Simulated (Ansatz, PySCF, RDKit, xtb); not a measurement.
# CH7Ge2NSi: which of the isomers drawn lies lowest?, part 2 of 2

Which of a sample of isomers of CH7Ge2NSi is the most stable in the gas at 298.15 K, and what are its properties? The sample is small against all isomers, and the most stable one of this formula need not be in it.

xtb, Ansatz and PySCF; isolated molecules.

## (12) Putting it together

Energies in kcal/mol from c580a; G adds the thermal terms to the CCSD(T)/def2-SVP + MP2/def2-TZVPP - MP2/def2-SVP energy. The columns left of the relaxed level are at the tight-binding geometries.

```
label                      SMILES     spin  GFN2-xTB  HF/STO-3G  r2SCAN-D4/def2-SVP  PBE-D3(BJ)/def2-SVP  HF/def2-SVP  MP2/def2-SVP  CCSD(T)/def2-SVP + MP2/def2-TZVPP - MP2/def2-SVP    G  share at equilibrium     T1
c580a       N#C[SiH2][GeH2][GeH3]  singlet       0.0        0.0                 0.0                  0.0          0.0           0.0                                               0.0  0.0                96.6 %  0.012
c572a  N#[C][Ge@@H]([SiH3])[GeH3]  singlet      -4.3        1.0                 3.2                  3.4          2.5           2.9                                               2.1  2.1                 3.0 %  0.012
c256a      N#C[SiH]([GeH3])[GeH3]  singlet       7.2        1.9                 3.6                  2.4          3.5           3.4                                               3.7  3.3                 0.4 %  0.012
c728a     N#[C][GeH2][SiH2][GeH3]  singlet       2.6        3.6                 6.5                  5.7          6.0           6.3                                               5.9  6.2               < 0.1 %  0.012
```

Lowest found: c580a, `N#C[SiH2][GeH2][GeH3]`, a singlet. Bond lengths: Ge2–Ge3 2.439 Å, C1–N4 1.175 Å, C1–Si5 1.865 Å, Ge2–Si5 2.396 Å, Si5–H6 1.501 Å, Si5–H7 1.502 Å, Ge2–H8 1.552 Å, Ge2–H9 1.553 Å, Ge3–H10 1.550 Å, Ge3–H11 1.550 Å, Ge3–H12 1.547 Å. Some angles: Ge3–Ge2–Si5 108.7°, N4–C1–Si5 176.5°, C1–Si5–Ge2 106.3°, Ge2–Ge3–H10 110.2°, Ge2–Ge3–H11 109.2°, Ge2–Ge3–H12 109.1°, Ge3–Ge2–H8 111.0°, Ge3–Ge2–H9 111.6°, Si5–Ge2–H8 108.5°, Si5–Ge2–H9 108.5°.

```xyz
12

C     0.8503   -1.2831   -1.5963
Ge    0.5804    1.5978    0.2341
Ge   -0.0993    0.1658    2.0878
N     1.2855   -2.3531   -1.3833
Si    0.1709    0.4388   -1.8224
H     0.8552    1.0348   -3.0185
H    -1.2984    0.2907   -2.0953
H     2.0929    1.9362    0.3172
H    -0.2199    2.9290    0.2163
H     0.1114    0.9007    3.4364
H    -1.5994   -0.1917    1.9321
H     0.7447   -1.1308    2.0605
```

## (13) Density, orbitals and dipole (PBE0/def2-SVPD)

input.yaml

```yaml
crystal:
  periodic: [false, false, false]
  atoms:
    - {symbol: C, position_ang: [0.850346, -1.283124, -1.596307]}
    - {symbol: Ge, position_ang: [0.580415, 1.597771, 0.234137]}
    - {symbol: Ge, position_ang: [-0.099269, 0.165814, 2.087817]}
    - {symbol: "N", position_ang: [1.285475, -2.353074, -1.383341]}
    - {symbol: Si, position_ang: [0.170852, 0.438832, -1.822427]}
    - {symbol: H, position_ang: [0.855184, 1.034761, -3.018497]}
    - {symbol: H, position_ang: [-1.298423, 0.290744, -2.095291]}
    - {symbol: H, position_ang: [2.092884, 1.936186, 0.317172]}
    - {symbol: H, position_ang: [-0.219858, 2.929007, 0.216299]}
    - {symbol: H, position_ang: [0.111393, 0.900726, 3.436380]}
    - {symbol: H, position_ang: [-1.599377, -0.191709, 1.932097]}
    - {symbol: H, position_ang: [0.744739, -1.130822, 2.060472]}
basis:
  gaussian:
    orbitals: def2-SVPD
hamiltonian:
  xc: {name: PBE0}
output: {forces: true, orbitals: {seedname: orbitals}}
```

Command:

```
$ ansatz run input.yaml --threads 2 --pin off --max-ram 5220MiB --events-out events.jsonl --progress --plain --runs-dir runs
```

What it wrote, cut to the lines that bear on the results:

```text
Warning: RAYON_NUM_THREADS=2 ignored (pool sized by the plan → 2); use --threads N
Functional definition: PBE0
  name "PBE0"
[...]
1921 factors; integrals over basis functions are off by at most 1.4e-3 eV
[...]
mean field -123515.73400125 eV, -4539.1195025745 hartree, gradient 4.6e-5 eV, S^2 0.000000; 0 other end points of the search recorded, 0 dependent functions left out
[...]
Atom 7 at     2.092884     1.936186     0.317172 Å, force    -0.203950    -0.048974    -0.011244 eV/Å
Atom 8 at    -0.219858     2.929007     0.216299 Å, force     0.103637    -0.188426    -0.005283 eV/Å
Atom 9 at     0.111393     0.900726     3.436380 Å, force    -0.028971    -0.096219    -0.191319 eV/Å
Atom 10 at    -1.599377    -0.191709     1.932097 Å, force     0.199166     0.050807     0.022619 eV/Å
Atom 11 at     0.744739    -1.130822     2.060472 Å, force    -0.117175     0.177830     0.010399 eV/Å
Dipole moment:    -0.255558     0.695261     0.066195 e Å
```

Run time: 12 s. Hardware: 2 threads of Arm Neoverse V2, shared host; peak memory 0.71 GiB.

## (14) Electronic excitations (TD-PBE0/def2-SVPD)

An in-house driver calls PySCF's response routines at TD-PBE0/def2-SVPD; it has no typed input.

What it wrote:

```text
coarse grid: 48848 points
cycle   1  E = -4539.0722530127  dE = -1.169e+00  |g| = 5.542e-01  |ddm| = 3.803e+00
cycle   2  E = -4538.9563858100  dE =  1.159e-01  |g| = 9.014e-01  |ddm| = 1.234e+00
cycle   3  E = -4539.1025374329  dE = -1.462e-01  |g| = 2.890e-01  |ddm| = 9.366e-01
cycle   4  E = -4539.1194755466  dE = -1.694e-02  |g| = 2.285e-02  |ddm| = 2.308e-01
cycle   5  E = -4539.1195749737  dE = -9.943e-05  |g| = 6.397e-03  |ddm| = 4.099e-02
cycle   6  E = -4539.1195873274  dE = -1.235e-05  |g| = 1.285e-03  |ddm| = 1.167e-02
cycle   7  E = -4539.1195875336  dE = -2.062e-07  |g| = 3.445e-04  |ddm| = 1.405e-03
final grid: 97808 points
cycle   8  E = -4539.1195746899  dE = -2.436e-08  |g| = 4.599e-04  |ddm| = 3.354e-03
cycle   9  E = -4539.1195745531  dE =  1.368e-07  |g| = 9.167e-04  |ddm| = 1.183e-03
cycle  10  E = -4539.1195747264  dE = -1.733e-07  |g| = 1.860e-04  |ddm| = 8.219e-04
cycle  11  E = -4539.1195747335  dE = -7.120e-09  |g| = 1.503e-05  |ddm| = 1.723e-04
cycle  12  E = -4539.1195747335  dE = -2.547e-11  |g| = 2.286e-06  |ddm| = 1.775e-05
converged SCF energy = -4539.1195747335

Static polarisability (au): isotropic 113.478, principal 93.350 117.806 129.277

Singlet excitations
state   eV       nm        f      main configurations
  1   6.2212    199.3   0.03497   H->L+1 0.35, H->L 0.33, H->L+2 0.14
  2   6.3452    195.4   0.06258   H->L 0.51, H->L+1 0.43
  3   6.6611    186.1   0.23003   H->L+2 0.68
  4   6.7348    184.1   0.07428   H-1->L+1 0.35, H->L+1 0.15, H-3->L 0.10
  5   6.8638    180.6   0.10524   H-1->L 0.55, H-1->L+1 0.08
  6   6.9098    179.4   0.00522   H-3->L 0.45, H-1->L+1 0.13, H-3->L+1 0.10
  7   7.0618    175.6   0.00317   H->L+4 0.79, H-1->L+1 0.08
  8   7.1462    173.5   0.02294   H->L+3 0.72, H-1->L+2 0.08

Triplet excitations (Tamm-Dancoff, eV): 5.3482 5.6295 5.7962
```

It took 24 s on 2 threads of Arm Neoverse V2, shared host; peak memory 0.84 GiB.

The roots found:

```
excited state  energy (eV)  strength
            1        6.221    0.0350
            2        6.345    0.0626
            3        6.661    0.2300
            4        6.735    0.0743
            5        6.864    0.1052
            6        6.910    0.0052
            7        7.062    0.0032
            8        7.146    0.0229
```

## (15) NMR shieldings (GIAO PBE0/pcSseg-1)

An in-house driver calls PySCF's response routines at GIAO PBE0/pcSseg-1; it has no typed input.

What it wrote:

```text
coarse grid: 48848 points
cycle   1  E = -4539.2432649891  dE = -1.287e+00  |g| = 1.193e+00  |ddm| = 3.357e+00
cycle   2  E = -4539.1069098399  dE =  1.364e-01  |g| = 1.344e+00  |ddm| = 1.183e+00
cycle   3  E = -4539.2765553796  dE = -1.696e-01  |g| = 5.351e-01  |ddm| = 9.416e-01
cycle   4  E = -4539.3373775544  dE = -6.082e-02  |g| = 1.005e-01  |ddm| = 3.070e-01
cycle   5  E = -4539.3389123003  dE = -1.535e-03  |g| = 1.262e-02  |ddm| = 6.999e-02
cycle   6  E = -4539.3389495507  dE = -3.725e-05  |g| = 3.867e-03  |ddm| = 1.884e-02
cycle   7  E = -4539.3389522291  dE = -2.678e-06  |g| = 1.067e-03  |ddm| = 3.628e-03
final grid: 97808 points
cycle   8  E = -4539.3389783155  dE =  1.684e-07  |g| = 1.515e-03  |ddm| = 2.145e-03
cycle   9  E = -4539.3389770213  dE =  1.294e-06  |g| = 2.936e-03  |ddm| = 2.521e-03
cycle  10  E = -4539.3389786140  dE = -1.593e-06  |g| = 6.253e-04  |ddm| = 1.730e-03
cycle  11  E = -4539.3389786868  dE = -7.271e-08  |g| = 3.957e-05  |ddm| = 3.640e-04
cycle  12  E = -4539.3389786870  dE = -2.601e-10  |g| = 3.011e-06  |ddm| = 3.554e-05
converged SCF energy = -4539.3389786870

GIAO shielding tensors (ppm)
atom      isotropic    diamagn.    paramagn.     s11        s22        s33       span
  0 C       57.382     263.364    -205.982    -61.405    -55.272    288.823    350.228
  1 Ge    1672.431    2759.590   -1087.159   1652.105   1679.110   1686.077     33.972
  2 Ge    1649.121    2757.508   -1108.388   1642.091   1645.313   1659.958     17.866
  3 N     -124.342     336.500    -460.842   -330.103   -328.670    285.748    615.851
  4 Si     438.525     879.015    -440.490    420.015    434.461    461.099     41.084
  5 H       26.654      26.186       0.468     22.726     24.463     32.772     10.047
  6 H       26.779      27.489      -0.711     23.526     24.552     32.258      8.732
  7 H       27.358      29.340      -1.982     21.164     21.849     39.060     17.896
  8 H       27.511      29.177      -1.666     21.171     21.949     39.413     18.243
  9 H       27.183      28.293      -1.111     20.610     21.878     39.060     18.450
 10 H       27.326      29.140      -1.814     20.867     22.535     38.576     17.709
 11 H       26.985      29.604      -2.618     20.273     22.762     37.921     17.648
```

It took 15 s on 2 threads of Arm Neoverse V2, shared host; peak memory 1.2 GiB.

Isotropic shieldings, averaged over atoms that the bond graph makes equivalent (absolute, not shifts):

```
        atoms  shielding (ppm)
           C1             57.4
          Ge2           1672.4
          Ge3           1649.1
           N4           -124.3
          Si5            438.5
       H6, H7            26.72
       H8, H9            27.43
H10, H11, H12            27.16
```

## (16) The cation at the same geometry (PBE0/def2-SVPD)

input.yaml

```yaml
basis:
  gaussian: {orbitals: def2-SVPD}
crystal:
  periodic: [false, false, false]
  atoms:
    - symbol: C
      position_ang: [0.850346, -1.283124, -1.596307]
    - symbol: Ge
      position_ang: [0.580415, 1.597771, 0.234137]
    - symbol: Ge
      position_ang: [-0.099269, 0.165814, 2.087817]
    - symbol: "N"
      position_ang: [1.285475, -2.353074, -1.383341]
    - symbol: Si
      position_ang: [0.170852, 0.438832, -1.822427]
    - symbol: H
      position_ang: [0.855184, 1.034761, -3.018497]
    - symbol: H
      position_ang: [-1.298423, 0.290744, -2.095291]
    - symbol: H
      position_ang: [2.092884, 1.936186, 0.317172]
    - symbol: H
      position_ang: [-0.219858, 2.929007, 0.216299]
    - symbol: H
      position_ang: [0.111393, 0.900726, 3.436380]
    - symbol: H
      position_ang: [-1.599377, -0.191709, 1.932097]
    - symbol: H
      position_ang: [0.744739, -1.130822, 2.060472]
total_charge: 1
magnetization: {spin_polarized: true, initial_magnetization: 1}
hamiltonian: {xc: {name: PBE0}}
```

Command:

```
$ ansatz run input.yaml --threads 2 --pin off --max-ram 5220MiB --events-out events.jsonl --progress --plain --runs-dir runs
```

What it wrote, cut to the lines that bear on the results:

```text
Warning: RAYON_NUM_THREADS=2 ignored (pool sized by the plan → 2); use --threads N
[... 2 set-up lines as earlier in the session ...]
[...]
1921 factors; integrals over basis functions are off by at most 1.4e-3 eV
[...]
mean field -123505.73363476 eV, -4538.7519958844 hartree, gradient 4.9e-5 eV, S^2 0.757037; 2 other end points of the search recorded, 0 dependent functions left out
reference -123505.73367750 eV, -4538.7519974550 hartree; 49, 48 occupied and 147, 148 virtual orbitals, 1921 factors
Total energy: -123505.73367750 eV, -4538.7519974550 hartree
```

Run time: 28 s. Hardware: 2 threads of Arm Neoverse V2, shared host; peak memory 1 GiB.

Difference from the parent: 10.00 eV.

## (17) The anion at the same geometry (PBE0/def2-SVPD)

input.yaml

```yaml
crystal:
  periodic: [false, false, false]
  atoms:
    - {symbol: C, position_ang: [0.850346, -1.283124, -1.596307]}
    - {symbol: Ge, position_ang: [0.580415, 1.597771, 0.234137]}
    - {symbol: Ge, position_ang: [-0.099269, 0.165814, 2.087817]}
    - {symbol: N, position_ang: [1.285475, -2.353074, -1.383341]}
    - {symbol: Si, position_ang: [0.170852, 0.438832, -1.822427]}
    - {symbol: H, position_ang: [0.855184, 1.034761, -3.018497]}
    - {symbol: H, position_ang: [-1.298423, 0.290744, -2.095291]}
    - {symbol: H, position_ang: [2.092884, 1.936186, 0.317172]}
    - {symbol: H, position_ang: [-0.219858, 2.929007, 0.216299]}
    - {symbol: H, position_ang: [0.111393, 0.900726, 3.436380]}
    - {symbol: H, position_ang: [-1.599377, -0.191709, 1.932097]}
    - {symbol: H, position_ang: [0.744739, -1.130822, 2.060472]}
basis:
  gaussian: {orbitals: def2-SVPD}
total_charge: -1
hamiltonian: {xc: {name: PBE0}}
scf: {lower_state_search: off}
magnetization: {spin_polarized: true, initial_magnetization: 1}
```

Command:

```
$ ansatz run input.yaml --threads 2 --pin off --max-ram 5220MiB --events-out events.jsonl --progress --plain --runs-dir runs
```

What it wrote, cut to the lines that bear on the results:

```text
Warning: RAYON_NUM_THREADS=2 ignored (pool sized by the plan → 2); use --threads N
[... 2 set-up lines as earlier in the session ...]
[...]
1921 factors; integrals over basis functions are off by at most 1.4e-3 eV
[...]
mean field -123515.25291449 eV, -4539.1018229620 hartree, gradient 5.7e-6 eV, S^2 0.753679; 0 other end points of the search recorded, 0 dependent functions left out
reference -123515.25297149 eV, -4539.1018250569 hartree; 50, 49 occupied and 146, 147 virtual orbitals, 1921 factors
Total energy: -123515.25297149 eV, -4539.1018250569 hartree
Checks for a lower state left out: stability, starts, cluster_reference, orbital_swaps, neighbouring_geometries, increment
```

It took 23 s on 2 threads of Arm Neoverse V2, shared host; peak memory 0.77 GiB.

Parent less the species with the added electron: -0.48 eV. The extra electron isn't bound at this geometry, so the number measures the basis, not the molecule.

## (18) The triplet at the same geometry (PBE0/def2-SVPD)

Edit input.yaml of step 17 so:

```diff
@@ -1 +1,4 @@
+basis:
+  gaussian:
+    orbitals: def2-SVPD
 crystal:
@@ -6,3 +9,3 @@
     - {symbol: Ge, position_ang: [-0.099269, 0.165814, 2.087817]}
-    - {symbol: N, position_ang: [1.285475, -2.353074, -1.383341]}
+    - {symbol: "N", position_ang: [1.285475, -2.353074, -1.383341]}
     - {symbol: Si, position_ang: [0.170852, 0.438832, -1.822427]}
@@ -15,7 +18,6 @@
     - {symbol: H, position_ang: [0.744739, -1.130822, 2.060472]}
-basis:
-  gaussian: {orbitals: def2-SVPD}
-total_charge: -1
-hamiltonian: {xc: {name: PBE0}}
-scf: {lower_state_search: off}
-magnetization: {spin_polarized: true, initial_magnetization: 1}
+magnetization:
+  spin_polarized: true
+  initial_magnetization: 2
+hamiltonian:
+  xc: {name: PBE0}
```

Command:

```
$ ansatz run input.yaml --threads 2 --pin off --max-ram 5220MiB --events-out events.jsonl --progress --plain --runs-dir runs
```

What it wrote, cut to the lines that bear on the results:

```text
Warning: RAYON_NUM_THREADS=2 ignored (pool sized by the plan → 2); use --threads N
[... 2 set-up lines as earlier in the session ...]
[...]
1921 factors; integrals over basis functions are off by at most 1.4e-3 eV
[...]
mean field -123510.15492892 eV, -4538.9144754481 hartree, gradient 5.3e-6 eV, S^2 2.006506; 6 other end points of the search recorded, 0 dependent functions left out
reference -123510.15497705 eV, -4538.9144772166 hartree; 50, 48 occupied and 146, 148 virtual orbitals, 1921 factors
Total energy: -123510.15497705 eV, -4538.9144772166 hartree
```

It took 77 s on 2 threads of Arm Neoverse V2, shared host; peak memory 1.2 GiB.

It lies 5.58 eV above the singlet.

## (19) Results

The summary covers parts 1 to 2.

```
                                           quantity                                                                  value
                             lowest structure found                                         N#C[SiH2][GeH2][GeH3], singlet
                                      next finalist          N#[C][Ge@@H]([SiH3])[GeH3], singlet, 2.1 kcal/mol higher in G
          share at equilibrium, among the finalists                                                                 96.6 %
                                             funnel  6 starts, 6 minima at GFN2-xTB, 8 screening runs, 4 relaxed, 4 ranked
                               CPU time of all runs                                                                 21 min
                     dipole moment (PBE0/def2-SVPD)                                                                 3.57 D
                       HOMO energy (PBE0/def2-SVPD)                                                               -8.26 eV
                       LUMO energy (PBE0/def2-SVPD)                                                               -0.93 eV
                     HOMO–LUMO gap (PBE0/def2-SVPD)                                                                7.33 eV
              lowest excitation (TD-PBE0/def2-SVPD)                                                    6.22 eV (f = 0.035)
       strongest of the states computed, same level                                                    6.66 eV (f = 0.230)
lowest triplet excitation, same level, Tamm-Dancoff                                                                5.35 eV
                         vertical ionisation energy                                                               10.00 eV
                         vertical electron affinity                     -0.48 eV (unbound: the value depends on the basis)
                      vertical triplet less singlet                                                               +5.58 eV
```

In words: The lowest structure found is `N#C[SiH2][GeH2][GeH3]`. The margin, 2.1 kcal/mol, is modest. HF/STO-3G, r2SCAN-D4/def2-SVP, PBE-D3(BJ)/def2-SVP, HF/def2-SVP and MP2/def2-SVP already put its bonding pattern lowest among the structures in one piece; GFN2-xTB favours the singlet N#[C][Ge@@H]([SiH3])[GeH3]. The largest share of the time went into the final energies (42 %). The search is not exhaustive (a finite list of starts, one conformer a finalist), so a lower isomer can't be ruled out. Only 4 drawn patterns were tried, so whole families of isomers are missing, and the result ranks this sample alone. The lowest isomer need not be the one that is made and kept in a bottle, which depends on barriers.
